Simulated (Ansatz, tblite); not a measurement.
# The cluster Ga3H5: isomers from a random search, part 2 of 2

Which shape does the cluster Ga3H5 prefer? Candidates from a tight-binding search are relaxed and compared.

Ansatz 0.2.0, Gaussian basis; relaxed with r2SCAN-D4/def2-SVP, singlet. Earlier steps stand in the parts before.

**12. Candidate A, LC-ωPBE/def2-TZVP**

The input, in.yaml:

```yaml
crystal:
  periodic: [false, false, false]
  atoms:
    - {symbol: Ga, position_ang: [0.328872, 1.932668, -0.152104]}
    - {symbol: Ga, position_ang: [-0.987536, -0.534643, 0.238771]}
    - {symbol: Ga, position_ang: [1.758904, -0.800950, -0.356490]}
    - {symbol: H, position_ang: [1.856008, 1.003246, -0.447903]}
    - {symbol: H, position_ang: [-0.113330, 0.031019, -1.116917]}
    - {symbol: H, position_ang: [-2.233516, 0.365947, 0.495375]}
    - {symbol: H, position_ang: [0.374234, 0.095026, 1.055958]}
    - {symbol: H, position_ang: [-0.983637, -2.092313, 0.283299]}
basis:
  gaussian: {orbitals: def2-TZVP, initial_orbitals: start.molden}
hamiltonian: {xc: {name: LC-wPBE}}
scf: {omitted_lower_state_checks: [starts]}
output: {orbitals: {seedname: orbitals}}
```

Command:

```sh
$ ansatz run in.yaml --threads 4 --pin off --events-out ev --progress --plain --max-ram 3916MiB
```

Output, cut to the lines that bear on the results:

```text
Functional definition: LC-wPBE
  name "LC-wPBE"
  cite "Vydrov & Scuseria, J. Chem. Phys. 125, 234109 (2006) doi:10.1063/1.2409292"
  cite "Heyd & Scuseria, J. Chem. Phys. 120, 7274 (2004) doi:10.1063/1.1668634"
  cite "Ernzerhof & Perdew, J. Chem. Phys. 109, 3313 (1998) doi:10.1063/1.476928"
  cite "Perdew, Burke & Ernzerhof, Phys. Rev. Lett. 77, 3865 (1996) doi:10.1103/PhysRevLett.77.3865"
  parent pbe
[...]
1324 factors; their error is unknown
423 factors; integrals over basis functions are off by at most 1.6e-5 eV
[...]
mean field -157193.83132873 eV, -5776.7667515250 hartree, gradient 7.9e-6 eV, S^2 0.000000; 0 other end points of the search recorded, 0 dependent functions left out
reference -157193.83132873 eV, -5776.7667515252 hartree; 49, 49 occupied and 125, 125 virtual orbitals, 1324 factors
Total energy: -157193.83132873 eV, -5776.7667515252 hartree
Checks for a lower state left out: starts
```

It took 2.5 s on 4 threads of Arm Neoverse V2, shared host.

HOMO -8.27 eV, LUMO 0.55 eV.

**13. Candidate A, CCSD(T)/def2-TZVP**

Changes to in.yaml since step 12:

```diff
@@ -13,3 +13,3 @@
   gaussian: {orbitals: def2-TZVP, initial_orbitals: start.molden}
-hamiltonian: {xc: {name: LC-wPBE}}
+correlation: {method: ccsd_t}
 scf: {omitted_lower_state_checks: [starts]}
```

The command is unchanged.

Output, cut to the lines that bear on the results:

```text
Functional definition: HF
  name "HF"
  cite "Fock, Z. Phys. 61, 126 (1930) doi:10.1007/BF01340294"
  parent pbe
[...]
1217 factors; integrals over basis functions are off by at most 1.4e-3 eV
[...]
mean field -157080.46771472 eV, -5772.6007155510 hartree, gradient 2.2e-6 eV, S^2 0.000000; 0 other end points of the search recorded, 0 dependent functions left out
27 core orbitals not correlated: weight in the atoms' cores, before any rotation towards them, 1.000 or more for the frozen orbitals, at most 0.000 for the correlated occupied ones
reference -157080.46771472 eV, -5772.6007155510 hartree; 22, 22 occupied and 125, 125 virtual orbitals, 1217 factors
second order -18.73997824 eV of doubles, -0.00000000 eV of singles
cycle   1  -18.28886294 eV  change    4.5e-1 eV  update   1.5e-1
[...]
cycle   9  -19.29871515 eV  change   -3.6e-5 eV  update   3.3e-5
perturbative correction -0.85860300 eV, -0.0315530784 hartree
Total energy: -157100.62503287 eV, -5773.3414833298 hartree
Checks for a lower state left out: starts
```

It took 43 s on 4 threads of Arm Neoverse V2, shared host; peak memory 1.6 GiB.

From the report: Hartree-Fock HOMO -7.75 eV, LUMO 1.32 eV; T1 0.016.

**14. Candidate B, GFN1-xTB**

Tight binding, by tblite at 300 K electronic temperature and without a spin-polarisation term:

```python
tblite.interface.Calculator('GFN1-xTB', numbers, positions, charge=0, uhf=0).singlepoint()
```

Energy -180.0983 eV, HOMO -9.89 eV, LUMO -6.66 eV; 0.005 s.

**15. Candidate B, GFN2-xTB**

Tight binding, by tblite at 300 K electronic temperature and without a spin-polarisation term:

```python
tblite.interface.Calculator('GFN2-xTB', numbers, positions, charge=0, uhf=0).singlepoint()
```

Energy -164.0788 eV, HOMO -9.97 eV, LUMO -6.77 eV; 0.003 s.

**16. Candidate B, PBE0-D4/def2-TZVP**

The input, in.yaml:

```yaml
crystal:
  periodic: [false, false, false]
  atoms:
    - {symbol: Ga, position_ang: [1.166664, -0.359379, -0.581748]}
    - {symbol: Ga, position_ang: [-0.832034, 0.902833, 0.563359]}
    - {symbol: Ga, position_ang: [-0.906343, -1.489127, 0.058508]}
    - {symbol: H, position_ang: [-1.160395, 2.363629, 1.030905]}
    - {symbol: H, position_ang: [2.596529, -0.003435, -1.119227]}
    - {symbol: H, position_ang: [-1.722346, -2.824848, 0.103249]}
    - {symbol: H, position_ang: [-0.007113, 0.927917, -1.036784]}
    - {symbol: H, position_ang: [0.865028, 0.482420, 0.981728]}
basis:
  gaussian: {orbitals: def2-TZVP, initial_orbitals: start.molden}
hamiltonian: {xc: pbe0, dispersion: d4}
scf: {omitted_lower_state_checks: [starts]}
output: {orbitals: {seedname: orbitals}}
```

Same command.

Output:

```text
Functional definition: PBE0
  name "PBE0"
  cite "Adamo & Barone, J. Chem. Phys. 110, 6158 (1999) doi:10.1063/1.478522"
  cite "Perdew, Burke & Ernzerhof, Phys. Rev. Lett. 77, 3865 (1996) doi:10.1103/PhysRevLett.77.3865"
  parent pbe
  parameter a = 0.25
  parameter kappa = 0.804
  parameter beta = 0.06672455060314922
  exchange = (1 - a)*pbe_x(kappa = kappa, mu = beta*pi^2/3) + a*exact_x
  correlation = pbe_c(beta = beta)
these checks for a lower state are left out or cut short: starts
1459 factors; their error is unknown
mean field evaluation 1: about -157125.2594 eV, gradient 2.2e2 eV
mean field evaluation 2: about -157153.4871 eV, gradient 4.4e1 eV
mean field evaluation 4: about -157190.5401 eV, gradient 1.8e1 eV
mean field evaluation 8: about -157193.9559 eV, gradient 2.2e-4 eV
mean field -157193.95588428 eV, -5776.7713288570 hartree, gradient 2.0e-5 eV, S^2 0.000000; 0 other end points of the search recorded, 0 dependent functions left out
reference -157193.95592013 eV, -5776.7713301745 hartree; 49, 49 occupied and 125, 125 virtual orbitals, 1459 factors
Total energy: -157194.13925319 eV, -5776.7780675401 hartree
Checks for a lower state left out: starts
```

Run time: 3.7 s. Hardware: 4 threads of Arm Neoverse V2, shared host; peak memory 0.63 GiB.

HOMO -6.06 eV, LUMO -1.99 eV.

**17. Candidate B, PBE-D4/def2-TZVP**

Changes to in.yaml since step 16:

```diff
@@ -13,4 +13,4 @@
   gaussian: {orbitals: def2-TZVP, initial_orbitals: start.molden}
-hamiltonian: {xc: pbe0, dispersion: d4}
+hamiltonian: {xc: pbe, dispersion: d4}
 scf: {omitted_lower_state_checks: [starts]}
-output: {orbitals: {seedname: orbitals}}
+output: {forces: true, orbitals: {seedname: orbitals}}
```

Same command.

Output, cut to the lines that bear on the results:

```text
Functional definition: PBE
  name "PBE"
  cite "Perdew, Burke & Ernzerhof, Phys. Rev. Lett. 77, 3865 (1996) doi:10.1103/PhysRevLett.77.3865"
  parent pbe
[...]
1324 factors; their error is unknown
[...]
mean field -157190.66476170 eV, -5776.6503823330 hartree, gradient 2.4e-5 eV, S^2 0.000000; 0 other end points of the search recorded, 0 dependent functions left out
[...]
reference -157190.66480959 eV, -5776.6503840932 hartree; 49, 49 occupied and 125, 125 virtual orbitals, 1324 factors
Total energy: -157190.87989348 eV, -5776.6582882801 hartree
Atom 0 at     1.166664    -0.359379    -0.581748 Å, force     0.136698    -0.147639    -0.090796 eV/Å
Atom 1 at    -0.832034     0.902833     0.563359 Å, force    -0.198092     0.060790     0.094861 eV/Å
Atom 2 at    -0.906343    -1.489127     0.058508 Å, force    -0.013779    -0.018424     0.000647 eV/Å
Atom 3 at    -1.160395     2.363629     1.030905 Å, force    -0.036485     0.177973     0.055037 eV/Å
Atom 4 at     2.596529    -0.003435    -1.119227 Å, force     0.175943     0.045482    -0.064933 eV/Å
Atom 5 at    -1.722346    -2.824848     0.103249 Å, force    -0.097072    -0.161653     0.005924 eV/Å
Atom 6 at    -0.007113     0.927917    -1.036784 Å, force    -0.022240     0.040875    -0.079516 eV/Å
Atom 7 at     0.865028     0.482420     0.981728 Å, force     0.055027     0.002597     0.078776 eV/Å
Dipole moment:    -0.107454    -0.179244     0.007936 e Å
Checks for a lower state left out: starts
```

Wall time 2.1 s (4 threads of Arm Neoverse V2, shared host).

HOMO -5.22 eV, LUMO -2.75 eV.

**18. Candidate B, r2SCAN-D4/def2-TZVP**

Changes to in.yaml since step 17:

```diff
@@ -13,4 +13,4 @@
   gaussian: {orbitals: def2-TZVP, initial_orbitals: start.molden}
-hamiltonian: {xc: pbe, dispersion: d4}
+hamiltonian: {xc: r2scan, dispersion: d4}
 scf: {omitted_lower_state_checks: [starts]}
-output: {forces: true, orbitals: {seedname: orbitals}}
+output: {orbitals: {seedname: orbitals}}
```

Launched as before.

Output:

```text
Functional definition: r2SCAN
  name "r2SCAN"
  cite "Furness, Kaplan, Ning, Perdew & Sun, J. Phys. Chem. Lett. 11, 8208 (2020) doi:10.1021/acs.jpclett.0c02405"
  cite "Furness, Kaplan, Ning, Perdew & Sun, J. Phys. Chem. Lett. 11, 9248 (2020) doi:10.1021/acs.jpclett.0c03077"
  parent r2scan
  parameter k0 = 0.174
  parameter k1 = 0.065
  parameter a1 = 4.9479
  exchange = r2scan_x(k0 = k0, k1 = k1, a1 = a1)
  correlation = r2scan_c
these checks for a lower state are left out or cut short: starts
1324 factors; their error is unknown
mean field evaluation 1: about -157213.8414 eV, gradient 9.1e0 eV
mean field evaluation 2: about -157213.9097 eV, gradient 1.0e-1 eV
mean field evaluation 4: about -157213.8637 eV, gradient 1.1e-4 eV
mean field -157213.86365111 eV, -5777.5029257943 hartree, gradient 7.4e-6 eV, S^2 0.000000; 0 other end points of the search recorded, 0 dependent functions left out
reference -157213.86366525 eV, -5777.5029263137 hartree; 49, 49 occupied and 125, 125 virtual orbitals, 1324 factors
Total energy: -157213.90869080 eV, -5777.5045809724 hartree
Checks for a lower state left out: starts
```

It took 4 s on 4 threads of Arm Neoverse V2, shared host.

From the report: HOMO -5.43 eV, LUMO -2.56 eV.

**19. Candidate B, HSE06-D4/def2-TZVP**

Changes to in.yaml since step 18:

```diff
@@ -13,3 +13,3 @@
   gaussian: {orbitals: def2-TZVP, initial_orbitals: start.molden}
-hamiltonian: {xc: r2scan, dispersion: d4}
+hamiltonian: {xc: hse06, dispersion: d4}
 scf: {omitted_lower_state_checks: [starts]}
```

The command is unchanged.

Output, cut to the lines that bear on the results:

```text
Functional definition: HSE06
  name "HSE06"
  cite "Heyd, Scuseria & Ernzerhof, J. Chem. Phys. 118, 8207 (2003) doi:10.1063/1.1564060"
  cite "Krukau, Vydrov, Izmaylov & Scuseria, J. Chem. Phys. 125, 224106 (2006) doi:10.1063/1.2404663"
  cite "Heyd & Scuseria, J. Chem. Phys. 120, 7274 (2004) doi:10.1063/1.1668634"
  cite "Ernzerhof & Perdew, J. Chem. Phys. 109, 3313 (1998) doi:10.1063/1.476928"
  cite "Perdew, Burke & Ernzerhof, Phys. Rev. Lett. 77, 3865 (1996) doi:10.1103/PhysRevLett.77.3865"
  parent pbe
[...]
  # The whole range is PBE's own exchange, as in plane waves. The composition of these papers is wPBEh.
[...]
1459 factors; their error is unknown
93 factors; integrals over basis functions are off by at most 6.1e-7 eV
[...]
mean field -157193.89113524 eV, -5776.7689493738 hartree, gradient 3.6e-5 eV, S^2 0.000000; 0 other end points of the search recorded, 0 dependent functions left out
reference -157193.89118301 eV, -5776.7689511294 hartree; 49, 49 occupied and 125, 125 virtual orbitals, 1459 factors
Total energy: -157194.06739405 eV, -5776.7754267655 hartree
Checks for a lower state left out: starts
```

Run time: 3 s. Hardware: 4 threads of Arm Neoverse V2, shared host; peak memory 0.65 GiB.

Report: HOMO -5.69 eV, LUMO -2.35 eV.

**20. Candidate B, LC-ωPBE/def2-TZVP**

Changes to in.yaml since step 19:

```diff
@@ -13,3 +13,3 @@
   gaussian: {orbitals: def2-TZVP, initial_orbitals: start.molden}
-hamiltonian: {xc: hse06, dispersion: d4}
+hamiltonian: {xc: {name: LC-wPBE}}
 scf: {omitted_lower_state_checks: [starts]}
```

The command is unchanged.

Output, cut to the lines that bear on the results:

```text
Functional definition: LC-wPBE
  name "LC-wPBE"
  cite "Vydrov & Scuseria, J. Chem. Phys. 125, 234109 (2006) doi:10.1063/1.2409292"
  cite "Heyd & Scuseria, J. Chem. Phys. 120, 7274 (2004) doi:10.1063/1.1668634"
  cite "Ernzerhof & Perdew, J. Chem. Phys. 109, 3313 (1998) doi:10.1063/1.476928"
  cite "Perdew, Burke & Ernzerhof, Phys. Rev. Lett. 77, 3865 (1996) doi:10.1103/PhysRevLett.77.3865"
  parent pbe
[...]
1324 factors; their error is unknown
418 factors; integrals over basis functions are off by at most 1.4e-5 eV
[...]
mean field -157194.16241443 eV, -5776.7789187000 hartree, gradient 1.1e-5 eV, S^2 0.000000; 0 other end points of the search recorded, 0 dependent functions left out
reference -157194.16241443 eV, -5776.7789187002 hartree; 49, 49 occupied and 125, 125 virtual orbitals, 1324 factors
Total energy: -157194.16241443 eV, -5776.7789187002 hartree
Checks for a lower state left out: starts
```

It took 2.5 s on 4 threads of Arm Neoverse V2, shared host.

Report: HOMO -8.33 eV, LUMO 0.07 eV.

**21. Candidate B, CCSD(T)/def2-TZVP**

Changes to in.yaml since step 20:

```diff
@@ -13,3 +13,3 @@
   gaussian: {orbitals: def2-TZVP, initial_orbitals: start.molden}
-hamiltonian: {xc: {name: LC-wPBE}}
+correlation: {method: ccsd_t}
 scf: {omitted_lower_state_checks: [starts]}
```

Same command.

Output, cut to the lines that bear on the results:

```text
Functional definition: HF
  name "HF"
  cite "Fock, Z. Phys. 61, 126 (1930) doi:10.1007/BF01340294"
  parent pbe
[...]
1217 factors; integrals over basis functions are off by at most 8.6e-4 eV
[...]
mean field -157080.60285724 eV, -5772.6056819467 hartree, gradient 2.5e-6 eV, S^2 0.000000; 0 other end points of the search recorded, 0 dependent functions left out
27 core orbitals not correlated: weight in the atoms' cores, before any rotation towards them, 1.000 or more for the frozen orbitals, at most 0.000 for the correlated occupied ones
reference -157080.60285724 eV, -5772.6056819467 hartree; 22, 22 occupied and 125, 125 virtual orbitals, 1217 factors
second order -18.90270434 eV of doubles, -0.00000000 eV of singles
cycle   1  -18.32146259 eV  change    5.8e-1 eV  update   1.4e-1
[...]
cycle   9  -19.33142525 eV  change   -2.9e-5 eV  update   3.4e-5
perturbative correction -0.85349736 eV, -0.0313654494 hartree
Total energy: -157100.78777984 eV, -5773.3474641706 hartree
Checks for a lower state left out: starts
```

Run time: 40 s. Hardware: 4 threads of Arm Neoverse V2, shared host; peak memory 1.6 GiB.

From the report: Hartree-Fock HOMO -7.92 eV, LUMO 0.78 eV; T1 0.016.

**22. A against C**

The energies of C at these levels come from its own runs, whose logs aren't repeated here.

Differences are taken before rounding.

| method | A above C (kcal/mol) | from CCSD(T)/def2-TZVP (kcal/mol) | time |
| --- | --- | --- | --- |
| GFN1-xTB | -39.4 | -46.1 | 0.008 s |
| GFN2-xTB | -70.2 | -77.0 | 0.006 s |
| HF/def2-TZVP | 1.6 | -5.1 |  |
| PBE-D4/def2-TZVP | -1.0 | -7.7 | 4 s |
| r2SCAN-D4/def2-TZVP | 5.7 | -1.1 | 7.8 s |
| PBE0-D4/def2-TZVP | 2.3 | -4.5 | 6.2 s |
| HSE06-D4/def2-TZVP | 2.4 | -4.4 | 6.1 s |
| LC-ωPBE/def2-TZVP | 7.9 | +1.1 | 5 s |
| MP2/def2-TZVP | 10.7 | +3.9 |  |
| CCSD/def2-TZVP | 5.9 | -0.8 |  |
| CCSD(T)/def2-TZVP | 6.7 | 0 | 92 s |

Among the levels timed on like hardware and quicker than the yardstick, those that no quicker one beats, quickest first: GFN2-xTB (0.006 s, -77.0 kcal/mol); GFN1-xTB (0.008 s, -46.1 kcal/mol); PBE-D4/def2-TZVP (4 s, -7.7 kcal/mol); LC-ωPBE/def2-TZVP (5 s, +1.1 kcal/mol); r2SCAN-D4/def2-TZVP (7.8 s, -1.1 kcal/mol).

Times add the two runs; a level without a time comes out of a correlated run.

**23. B against C**

The energies of C at these levels come from its own runs, whose logs aren't repeated here.

| method | B above C (kcal/mol) | from CCSD(T)/def2-TZVP (kcal/mol) | time |
| --- | --- | --- | --- |
| GFN1-xTB | -9.5 | -12.5 | 0.009 s |
| GFN2-xTB | -26.6 | -29.6 | 0.006 s |
| HF/def2-TZVP | -1.5 | -4.5 |  |
| PBE-D4/def2-TZVP | 2.6 | -0.4 | 4.2 s |
| r2SCAN-D4/def2-TZVP | 3.4 | +0.4 | 8 s |
| PBE0-D4/def2-TZVP | 2.0 | -1.0 | 6.4 s |
| HSE06-D4/def2-TZVP | 2.0 | -1.0 | 5.9 s |
| LC-ωPBE/def2-TZVP | 0.2 | -2.8 | 4.9 s |
| MP2/def2-TZVP | 3.8 | +0.8 |  |
| CCSD/def2-TZVP | 2.0 | -1.0 |  |
| CCSD(T)/def2-TZVP | 3.0 | 0 | 90 s |

Among the levels timed on like hardware and quicker than the yardstick, those that no quicker one beats, quickest first: GFN2-xTB (0.006 s, -29.6 kcal/mol); GFN1-xTB (0.009 s, -12.5 kcal/mol); PBE-D4/def2-TZVP (4.2 s, -0.4 kcal/mol).

Times add the two runs; a level without a time comes out of a correlated run.

**24. Outcome**

The summary covers parts 1 to 2.

```
                    quantity                                 value
A above C, CCSD(T)/def2-TZVP                         +6.7 kcal/mol
     levels that put A lower  GFN1-xTB, GFN2-xTB, PBE-D4/def2-TZVP
B above C, CCSD(T)/def2-TZVP                         +3.0 kcal/mol
     levels that put B lower      GFN1-xTB, GFN2-xTB, HF/def2-TZVP
```

In words: The levels disagree on A and C: 3 of 11 put A lower. CCSD(T)/def2-TZVP isn't at the basis-set limit; small misses against it rank nothing. The levels disagree on B and C: 3 of 11 put B lower. The reference is CCSD(T) in one finite basis, so it carries an error of its own, often a tenth of an eV or more, and near misses can't be ranked. A random search of this size may have missed the true lowest shape. Only singlets are compared; another spin may lie lower and prefer another shape.
